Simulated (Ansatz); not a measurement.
# K+ with SiH3Cl: superposition error and deformation

The task here is to estimate one member of a computed series from the others.

Program: Ansatz 0.2.0, Gaussian basis. Level of theory: PBE0-D4 structures, single points in def2-TZVPPD. These are calculated values, not measurements.

Levels: PBE-D4, revPBE-D4, BLYP-D4, r2SCAN-D4, B97M-V, PBE0-D4, B3LYP-D4, HSE06-D4, wB97X-V, wB97M-V, B2PLYP, Hartree-Fock, MP2, CCSD, CCSD(T).

Cores are frozen in the correlated methods. The outer core shell of Li, Na, Mg and K is correlated. B3LYP uses VWN-RPA correlation. B2PLYP carries no dispersion term here.

129 further runs of the same task are left out: 129 set aside as unsound or not needed.

## Starting geometry

The relaxed pair: 6 atoms, charge 1, spin multiplicity 1.

Atoms are counted from 1 here; the program's logs count them from 0.

Bond lengths: K1–Cl3 3.088 Å, Si2–Cl3 2.109 Å, Si2–H4 1.478 Å, Si2–H5 1.474 Å, Si2–H6 1.474 Å. Angles: Cl3–Si2–H4 105.6°, Cl3–Si2–H5 105.6°, Cl3–Si2–H6 105.6°, H4–Si2–H5 112.7°, H4–Si2–H6 112.7°, H5–Si2–H6 113.8°, K1–Cl3–Si2 130.7°.

Coordinates:

```
K    -0.68218   -1.88569   -3.24650
Si    0.22056    0.39014    0.81240
Cl   -0.76488    0.28224   -1.04914
H     1.01403   -0.85220    0.91470
H    -0.84979    0.46688    1.82329
H     1.06225    1.59862    0.74524
```

Atoms 1 to 1 are fragment A (K+), the rest fragment B (SiH3Cl). From earlier runs, pair energy (eV) and counterpoise interaction (meV):

| method | E(pair) | interaction |
| --- | --- | --- |
| PBE-D4 | -36755.97240 | -484 |
| revPBE-D4 | -36764.82819 | -452 |
| BLYP-D4 | -36771.11813 | -485 |
| r2SCAN-D4 | -36768.80210 | -458 |
| B97M-V | -36761.91055 | -449 |
| PBE0-D4 | -36759.23850 | -486 |
| B3LYP-D4 | -36772.95834 | -497 |
| HSE06-D4 | -36758.60938 | -486 |
| wB97X-V | -36766.07748 | -478 |
| wB97M-V | -36769.22304 | -473 |
| B2PLYP | -36760.45311 | -453 |
| Hartree-Fock | -36715.48299 | -419 |
| MP2 | -36728.40620 | -451 |
| CCSD(T) | -36730.14623 | -438 |

First each fragment is run alone in its own basis, frozen in the shape it has in the pair (a, b).

The first run:

Contents of a/in.yaml:

```yaml
crystal:
  periodic: [false, false, false]
  atoms:
    - {symbol: K, position_ang: [-0.682176, -1.885685, -3.246503]}
basis:
  gaussian: {orbitals: "def2-TZVPPD.json"}
total_charge: 1
hamiltonian: {xc: {name: wB97X-V}}
```

Contents of b/in.yaml:

```yaml
crystal:
  periodic: [false, false, false]
  atoms:
    - {symbol: Si, position_ang: [0.220563, 0.390140, 0.812403]}
    - {symbol: Cl, position_ang: [-0.764884, 0.282238, -1.049136]}
    - {symbol: H, position_ang: [1.014033, -0.852195, 0.914705]}
    - {symbol: H, position_ang: [-0.849790, 0.466879, 1.823291]}
    - {symbol: H, position_ang: [1.062255, 1.598622, 0.745241]}
basis:
  gaussian: {orbitals: "def2-TZVPPD.json"}
hamiltonian: {xc: {name: wB97X-V}}
```

The basis file named in the input lies beside it (Basis Set Exchange, JSON).

Each run has its own folder and the same command.

The run is started by

```sh
$ ansatz run in.yaml --threads 2 --pin off --events-out ev --progress --plain --max-ram 5222MiB
```

Among the steps run: wB97X-V/def2-TZVPPD; wB97M-V/def2-TZVPPD; B2PLYP/def2-TZVPPD; B97M-V/def2-TZVPPD; CCSD(T)/def2-TZVPPD; Relaxing SiH3Cl alone; PBE-D4/def2-TZVPPD; r2SCAN-D4/def2-TZVPPD; PBE0-D4/def2-TZVPPD; B3LYP-D4/def2-TZVPPD; BLYP-D4/def2-TZVPPD; revPBE-D4/def2-TZVPPD; HSE06-D4/def2-TZVPPD.

One of the session's tables, all rows but one given; the rest of the session is left out.

```
      method  interaction with counterpoise (meV)
      PBE-D4                                 -484
   revPBE-D4                                 -452
     BLYP-D4                                 -485
   r2SCAN-D4                                 -458
      B97M-V                                 -449
     PBE0-D4                                 -486
    B3LYP-D4                                 -497
    HSE06-D4                                 -486
     wB97X-V                                 -478
     wB97M-V                                 -473
      B2PLYP                                 -453
Hartree-Fock                                 -419
         MP2                                 -451
        CCSD                                    ?
     CCSD(T)                                 -438
```

Estimate the missing values for CCSD.

**Answer.** interaction with counterpoise (meV): -439. In the column «interaction with counterpoise (meV)» it lies between B97M-V (-449) and CCSD(T) (-438).
